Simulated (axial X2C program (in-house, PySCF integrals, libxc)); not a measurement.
**RuC: properties at the nuclei**

Wanted for RuC: properties at the nuclei, at the two-component level.

Computed with an in-house X2C program for linear molecules on PySCF integrals. Level: two-component X2C with atomic mean-field terms, Ru dyall-acv3z, C dyall-av3z.

All values are calculated.

## 1. The job

task.json reads:

```json
{"zs": [44, 6], "q": 0, "bas": ["dyall-acv3z", "dyall-av3z"], "r0": 1.81, "levels": ["PBE0", "HF", "B3LYP"], "nst": 1, "ff": 1, "thr": -3.5, "nmax": 130, "opt": {"ecut": 60}}
```

Keys: zs atomic numbers; q charge; bas basis sets; r0 starting distance in Å; levels methods (HF also brings MP2); nst determinants followed; ff finite-field run; thr threshold in hartree for freezing inner shells (an s shell follows its p shell); nmax most natural virtual spinors; ecut virtual cutoff in hartree.

Launch:

```sh
> python soeom.py task.json out
```

The runs that follow: Expectation values, lowest determinant; Finite-field coupled cluster.

**Question.** What will these runs give? Wanted: lowest determinant; Eeff magnitude; Ws magnitude Ru; A∥/gI Ru; qzz Ru (for each run or level that gives them).

As calculated:

```
                       quantity                                           value
             lowest determinant  Ω = 3 (excess of +ω over −ω: ω = 1/2, ω = 5/2)
   Eeff magnitude (GV/cm), PBE0                                            1.52
    Ws magnitude Ru (kHz), PBE0                                           0.266
           A∥/gI Ru (MHz), PBE0                                            1250
            qzz Ru (a.u.), PBE0                                            1.03
Eeff magnitude (GV/cm), CCSD(T)                                             1.8
 Ws magnitude Ru (kHz), CCSD(T)                                           0.304
        A∥/gI Ru (MHz), CCSD(T)                                            1250
         qzz Ru (a.u.), CCSD(T)                                            1.49
```

**Reading.** In the first state, the effective field runs from 1.52 to 5.1 GV/cm over the mean-field levels, so the levels don't agree on it. The expectation values come from single determinants, which for open shells can mix terms of unlike spin or miss the lowest Ω, so a determinant need not be a state. Eeff is the effective electric field on the electron dipole moment in this Ω state and Ws the scalar–pseudoscalar constant (defined with the proton number Z and per Ω); A∥ is the parallel hyperfine constant, which follows by multiplying with the nuclear g factor gI = μI/(I μN); qzz is the electric field gradient, eQq0 = 234.96 MHz × Q/barn × qzz; μ is positive if C is the positive end. The operators were transformed with the bare-nucleus X2C matrices. Correlation of the inner shells is missing, which matters for properties at the nucleus.
